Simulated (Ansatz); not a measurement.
Run this with Ansatz 0.2.0, Python API and show what comes out.

The script, `ch8albosi.py`:
```python
# -*- coding: utf-8 -*-
import ansatz as az
from ase import Atoms

BASIS_SET = "def2-SVP"

atoms = Atoms(["B", "Si", "Al", "C", "O", "H", "H", "H", "H", "H", "H", "H", "H"], positions=[
    (-0.7714, 2.0297, 1.4588),
    (-1.2447, 0.9744, -0.0964),
    (0.5918, -0.3615, -0.6402),
    (0.5367, -2.3354, -0.5977),
    (2.2303, 0.4148, -1.0621),
    (0.2445, 2.0148, 1.9517),
    (-1.6004, 2.8236, 1.8811),
    (-2.3514, 0.1309, 0.2079),
    (-1.5634, 1.859, -1.1968),
    (0.7, -2.7509, -1.5758),
    (1.1628, -2.7618, 0.1705),
    (-0.5544, -2.6183, -0.2972),
    (2.64, 0.5458, -0.189),
])
geometry = az.Crystal.molecule_from_ase(atoms)

setup = geometry.calculation().basis(gaussian=BASIS_SET)
for name in ["r2scan", "b3lyp"]:
    for correction in ("d3bj", "d4"):
        data = setup.functional(name, dispersion=correction).run(threads=1).report
        print(f"{name:8s} {correction:5s} total {data['free_energy_ev']:.5f} eV, of which dispersion {1000 * data['dispersion']['energy']['ev']:.2f} meV")
```

Output of `python ch8albosi.py`:
```text
DeckWarning: the engine holds no damping parameters fitted to this dispersion correction and functional, so the run takes those fitted to r2scan beside the three-body term, which d3bj leaves out (hamiltonian.dispersion, under Limitations)
r2scan   d3bj  total -18353.61514 eV, of which dispersion -77.70 meV
r2scan   d4    total -18353.60210 eV, of which dispersion -64.66 meV
b3lyp    d3bj  total -18359.15842 eV, of which dispersion -470.55 meV
b3lyp    d4    total -18359.09303 eV, of which dispersion -405.16 meV
```
(Warnings from the package without file and line.)

Total energies depend on the basis set; only differences at equal settings carry meaning. The geometry is a force-field or estimated start, not a minimum of this method, and the basis set is short of its limit. D4 holds the three-body term, and d3bj doesn't. b3lyp holds the VWN-RPA fit, as in Gaussian; the form of ORCA and Turbomole is b3lyp5. A dispersion term here runs with damping parameters fitted for another variant or functional. Timing: 19 s on 1 thread of Arm Neoverse V2, with other jobs on the host, peak memory 0.33 GiB.
